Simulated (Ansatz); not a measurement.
# C2H7FSi2: how energies converge with the basis set

How large a basis does C2H7FSi2 need? Two functionals are run in growing sets.

The runs use Ansatz 0.2.0, Gaussian basis; one geometry, several basis sets.

Plan: PBE0-D4/def2-SVP; ωB97M-V/def2-SVP; PBE0-D4/def2-QZVPP; ωB97M-V/def2-QZVPP; the functionals' def2-TZVPP values are taken from earlier runs.

## (1) The geometry

All runs share one geometry, relaxed beforehand with PBE0-D4 in a triple-zeta def2 set.

12 atoms, charge 0, spin multiplicity 1.

Atoms are counted from 1 here; the program's logs count them from 0.

Bond lengths: C1–Si2 1.865 Å, C1–H6 1.093 Å, C1–H7 1.093 Å, C1–H8 1.092 Å, Si2–C3 1.888 Å, Si2–H9 1.488 Å, Si2–H12 1.501 Å, C3–Si4 1.878 Å, C3–H10 1.093 Å, C3–H11 1.095 Å, Si4–F5 1.626 Å. Angles: Si2–C1–H6 110.8°, Si2–C1–H7 109.8°, Si2–C1–H8 111.1°, H6–C1–H7 108.3°, H6–C1–H8 108.3°, H7–C1–H8 108.4°, C1–Si2–C3 111.0°, C1–Si2–H9 112.1°, C1–Si2–H12 108.9°, C3–Si2–H9 110.9°, C3–Si2–H12 107.2°, H9–Si2–H12 106.4°, Si2–C3–Si4 104.3°, Si2–C3–H10 110.2°, Si2–C3–H11 108.7°, Si4–C3–H10 110.5°, Si4–C3–H11 113.1°, H10–C3–H11 109.8° and more.

As a file:

```xyz
12

C    -1.49352    0.55286   -0.45306
Si   -0.04640   -0.60504   -0.65741
C     0.98378   -0.68640    0.92282
Si    2.37262    0.54451    0.63371
F     1.52013    1.91867    0.80676
H    -2.18336    0.18201    0.30870
H    -1.13867    1.53853   -0.14286
H    -2.04417    0.66333   -1.38962
H    -0.47242   -1.96558   -1.08318
H     1.38707   -1.69352    1.05967
H     0.34523   -0.42307    1.77223
H     0.84681   -0.08131   -1.74377
```

## (2) PBE0-D4 in def2-SVP

The input, in.yaml:

```yaml
crystal:
  periodic: [false, false, false]
  atoms:
    - {symbol: C, position_ang: [-1.493517, 0.552860, -0.453061]}
    - {symbol: Si, position_ang: [-0.046404, -0.605042, -0.657413]}
    - {symbol: C, position_ang: [0.983782, -0.686396, 0.922824]}
    - {symbol: Si, position_ang: [2.372620, 0.544512, 0.633709]}
    - {symbol: F, position_ang: [1.520128, 1.918666, 0.806763]}
    - {symbol: H, position_ang: [-2.183360, 0.182011, 0.308704]}
    - {symbol: H, position_ang: [-1.138670, 1.538534, -0.142855]}
    - {symbol: H, position_ang: [-2.044166, 0.663328, -1.389623]}
    - {symbol: H, position_ang: [-0.472423, -1.965578, -1.083179]}
    - {symbol: H, position_ang: [1.387070, -1.693521, 1.059674]}
    - {symbol: H, position_ang: [0.345234, -0.423069, 1.772226]}
    - {symbol: H, position_ang: [0.846806, -0.081305, -1.743772]}
basis:
  gaussian: {orbitals: def2-SVP}
hamiltonian: {xc: pbe0, dispersion: d4}
output: {orbitals: {seedname: orbitals}}
```

The run is started by

```console
> ansatz run in.yaml --threads 4 --pin off --events-out ev --progress --plain --max-ram 10444MiB
```

The runs that follow: ωB97M-V in def2-SVP; PBE0-D4 in def2-QZVPP; ωB97M-V in def2-QZVPP.

**Question.** What will the summary of the whole plan be? Wanted: PBE0-D4: double and triple zeta above quadruple; ωB97M-V: double and triple zeta above quadruple.

As calculated:

| quantity | value |
| --- | --- |
| PBE0-D4: double and triple zeta above quadruple | 12.31, 0.82 eV |
| ωB97M-V: double and triple zeta above quadruple | 12.51, 0.77 eV |

For PBE0-D4 the step from double to triple zeta gains 11.49 eV and the next only 0.82 eV. Total energies overstate the basis error of differences, where much of it tends to cancel.
